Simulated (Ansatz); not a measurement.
# K2MoCl6: the cost of one run

Computed with Ansatz 0.2.0 (DFT LDA+U (U_eff = 5 eV on Mo d, around-mean-field double counting), plane waves, PAW, unless a step's input says otherwise).

**1. The starting structure**

Symmetry: Fm-3m, No. 225, cubic system. Conventional cell: a = 9.850 Å, b = 9.850 Å, c = 9.850 Å, α = 90.00°, β = 90.00°, γ = 90.00°. K (site symmetry -43m) is surrounded by 12 Cl at 3.49 Å. Around Mo (site symmetry m-3m) lie 6 Cl at 2.31 Å. Cl (site symmetry 4mm) has 1 Mo at 2.31 Å as nearest neighbours.

Coordinates:

```cif
data_structure
_symmetry_space_group_name_H-M 'Fm-3m'
_symmetry_Int_Tables_number 225
_cell_length_a 9.8500
_cell_length_b 9.8500
_cell_length_c 9.8500
_cell_angle_alpha 90.000
_cell_angle_beta 90.000
_cell_angle_gamma 90.000
_cell_volume 955.67
loop_
_atom_site_label
_atom_site_type_symbol
_atom_site_symmetry_multiplicity
_atom_site_Wyckoff_symbol
_atom_site_fract_x
_atom_site_fract_y
_atom_site_fract_z
_atom_site_occupancy
K1 K 8 c 0.25000 0.75000 0.75000 1
Mo1 Mo 4 a 0.00000 0.00000 0.00000 1
Cl1 Cl 24 e 0.23500 0.00000 0.00000 1
```

Magnetic order typed: ferromagnetic.

An earlier series on this cell reached its lowest free state from «random orbitals: fully mixed, first filling», perhaps among other starts (it ended without moments).

**2. Random orbitals: single harmonics, second filling**

input.yaml

```yaml
crystal:
  lattice:
    - [0.0, 4.92499996, 4.92499996]
    - [4.92499996, 0.0, 4.92499996]
    - [4.92499996, 4.92499996, 0.0]
  atoms:
    - { symbol: K, position: [0.25, 0.25, 0.25] }
    - { symbol: K, position: [0.75, 0.75, 0.75] }
    - { symbol: Mo, position: [0.0, 0.0, 0.0], spin: 0.3 }
    - { symbol: Cl, position: [0.765, 0.235, 0.235] }
    - { symbol: Cl, position: [0.235, 0.765, 0.235] }
    - { symbol: Cl, position: [0.235, 0.765, 0.765] }
    - { symbol: Cl, position: [0.765, 0.235, 0.765] }
    - { symbol: Cl, position: [0.235, 0.235, 0.765] }
    - { symbol: Cl, position: [0.765, 0.765, 0.235] }
basis:
  ecutwfc: 420
  ecutrho_ratio: 4
kpoints:
  mp_grid: { grid: [4, 4, 4] }
hamiltonian:
  xc: lda
  hubbard:
    sites:
      - { site: 2, l: d, u_eff: 5.0, starting_ns: [{ spin: up, occupation_matrix: s2up }, { spin: down, occupation_matrix: s2down }] }
    double_counting: amf
    occupation_matrices:
      s2up:
        matrix:
          - [0.02, 0.0, 0.0, 0.0, 0.0]
          - [0.0, 0.02, 0.0, 0.0, 0.0]
          - [0.0, 0.0, 0.02, 0.0, 0.0]
          - [0.0, 0.0, 0.0, 0.02, 0.0]
          - [0.0, 0.0, 0.0, 0.0, 0.97]
      s2down:
        matrix:
          - [0.02, 0.0, 0.0, 0.0, 0.0]
          - [0.0, 0.02, 0.0, 0.0, 0.0]
          - [0.0, 0.0, 0.02, 0.0, 0.0]
          - [0.0, 0.0, 0.0, 0.02, 0.0]
          - [0.0, 0.0, 0.0, 0.0, 0.97]
    ns_hold: { iters: 5 }
scf:
  occupations: { method: gaussian, width: 0.05 }
  lower_state_search: "off"
  max_iter: 150
output:
  forces: true
  stress: true
  eigenvalues: true
  populations: true
  hubbard: { sites: [{ site: 2, l: d }] }
magnetization:
  spin_polarized: true
```

The typed matrices put 0.97 on the chosen orbitals and 0.02 on the others, and are held for 5 cycles.

On the command line:

```bash
$ ansatz run input.yaml --threads 4 --pin off --max-ram 6144MiB --backend cpu --events-out ev --progress --plain --runs-dir out
```

**Question.** How long does this run take on 4 threads of Arm Neoverse V2, shared host, and how much memory does it need?

About 7.5 s, with a peak of 0.76 GiB.
